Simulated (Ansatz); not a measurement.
**BeLi− (singlet): from Hartree-Fock to the top rungs at distance Li1–Be2 = 2.294 Å, aug-cc-pVTZ**

The task here is to estimate one member of a computed series from the others.

Computed with Ansatz 0.2.0, Gaussian basis. Level: aug-cc-pVTZ, core rule «outside noble gas», up to 2 orbitals frozen.

To be run: UHF; CCSD(T) on RHF; CCSD(T) on UHF; BCCD(T) on RHF; CCSDT(Q) on RHF; CCSDT(Q) on UHF; Full CI.

44 further runs of the same task are left out: 23 for a known fault of the program, 14 that didn't finish, 7 set aside as unsound or not needed.

**What is computed**

The geometry derives from a PBE0/def2-TZVPD stationary point (not a proven minimum). One bond is set to the value named and the two fragments are kept rigid.

2 atoms, charge -1, spin multiplicity 1.

Atoms are counted from 1 here; the program's logs count them from 0.

No contacts short enough for the rule that draws bonds.

Coordinates:

```
Li    0.0000    0.0000    0.0000
Be    0.0000    0.0000    2.2940
```

The first run:

in.yaml reads:

```yaml
crystal:
  periodic: [false, false, false]
  atoms:
    - {symbol: Li, position_ang: [0.000000, 0.000000, 0.000000]}
    - {symbol: Be, position_ang: [0.000000, 0.000000, 2.294000]}
basis:
  gaussian: {orbitals: aug-cc-pVTZ}
total_charge: -1
magnetization: {spin_polarized: true, initial_magnetization: 0}
hamiltonian: {xc: hf}
output: {orbitals: {seedname: orbitals}}
```

Launch:

```bash
$ ansatz run in.yaml --threads 1 --pin off --events-out ev --progress --plain --max-ram 2393MiB
```

Among the steps run: UHF; CCSD(T) on RHF; CCSD(T) on UHF; BCCD(T) on RHF; CCSDT(Q) on RHF; CCSDT(Q) on UHF; Full CI.

One table of the session follows, with a row left open; its other results are not shown here.

| method | from FCI (kcal/mol) |
| --- | --- |
| RHF | +59.66 |
| UHF | +41.51 |
| RMP2 | +20.22 |
| UMP2 | +16.75 |
| RCCSD | +4.85 |
| UCCSD | +4.41 |
| RCCSD(T) | +1.06 |
| UCCSD(T) | +2.51 |
| BCCD(T) | +1.19 |
| RCCSDT | +0.47 |
| UCCSDT | +0.55 |
| RCCSDT(Q) | +0.05 |
| UCCSDT(Q) | ? |
| FCI | 0 |

**Question.** Estimate the row for UCCSDT(Q).

The run gave: from FCI (kcal/mol): +0.02. In the column «from FCI (kcal/mol)» it lies between FCI (0) and RCCSDT(Q) (+0.05).

Limits of these values: The determinant is far from a pure spin state, so its energy mixes those of several spin states (harmless only where they are near-degenerate, as at dissociation). Restricted and unrestricted rows rest on different reference determinants; where their highest levels disagree by more than a few hundredths of an eV, they describe different states and don't form one ladder.
